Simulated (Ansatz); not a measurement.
# RbGe4N2: the cost of one run

Method: DFT PBE, scalar-relativistic, plane waves, PAW, in Ansatz 0.2.0.

## Step 1: The structure to begin with

It takes space group Immm (No. 71, orthorhombic). The conventional cell has a = 5.801 Å, b = 6.684 Å, c = 8.250 Å, α = 90.00°, β = 90.00°, γ = 90.00°. Rb (site symmetry mmm) is surrounded by 4 Ge at 2.29 Å and 2 N at 2.58 Å. Around Ge (site symmetry m) lie 1 Ge at 1.87 Å. Around N (site symmetry m2m) lie 1 N at 1.52 Å.

Structure file:

```cif
data_structure
_symmetry_space_group_name_H-M 'P 1'
_symmetry_Int_Tables_number 1
_cell_length_a 6.0496
_cell_length_b 6.0496
_cell_length_c 6.0496
_cell_angle_alpha 122.696
_cell_angle_beta 112.933
_cell_angle_gamma 94.023
_cell_volume 159.95
loop_
_atom_site_label
_atom_site_type_symbol
_atom_site_fract_x
_atom_site_fract_y
_atom_site_fract_z
_atom_site_occupancy
Rb1 Rb 0.50000 0.50000 0.00000 1
Ge1 Ge 0.64366 0.98223 0.33857 1
Ge2 Ge 0.35634 0.01777 0.66143 1
Ge3 Ge 0.35634 0.69491 0.33857 1
Ge4 Ge 0.64366 0.30509 0.66143 1
N1 N 0.11390 0.50000 0.61390 1
N2 N 0.88610 0.50000 0.38610 1
```

Recipe of the guess: random cell by space group and Wyckoff sites (Immm, No. 71). Its size is a rough estimate.

## Step 2: Probe: one point on a coarse mesh

File input.yaml:

```yaml
crystal:
  lattice:
    - [-2.90068456, 3.3419272, 4.12491625]
    - [2.90068456, -3.3419272, 4.12491625]
    - [2.90068456, 3.3419272, -4.12491625]
  atoms:
    - { symbol: Rb, position: [0.5, 0.5, 0.0] }
    - { symbol: Ge, position: [0.64366248, 0.98223157, 0.33856909] }
    - { symbol: Ge, position: [0.35633752, 0.01776843, 0.66143091] }
    - { symbol: Ge, position: [0.35633752, 0.69490662, 0.33856909] }
    - { symbol: Ge, position: [0.64366248, 0.30509338, 0.66143091] }
    - { symbol: "N", position: [0.11389599, 0.5, 0.61389599] }
    - { symbol: "N", position: [0.88610401, 0.5, 0.38610401] }
basis:
  ecutwfc: 420
kpoints:
  mp_grid: { grid: [4, 4, 4] }
hamiltonian:
  xc: pbe
scf:
  occupations: { method: gaussian, width: 0.1 }
  lower_state_search: "off"
output:
  forces: true
  stress: true
  eigenvalues: true
```

Command:

```bash
ansatz run input.yaml --threads 1 --pin off --max-ram 2560MiB --backend cpu --events-out ev --progress --plain --runs-dir out
```

Q: Estimate wall time and peak memory on 1 thread of Arm Neoverse V1, shared host.

About 11 s, with a peak of 0.45 GiB.
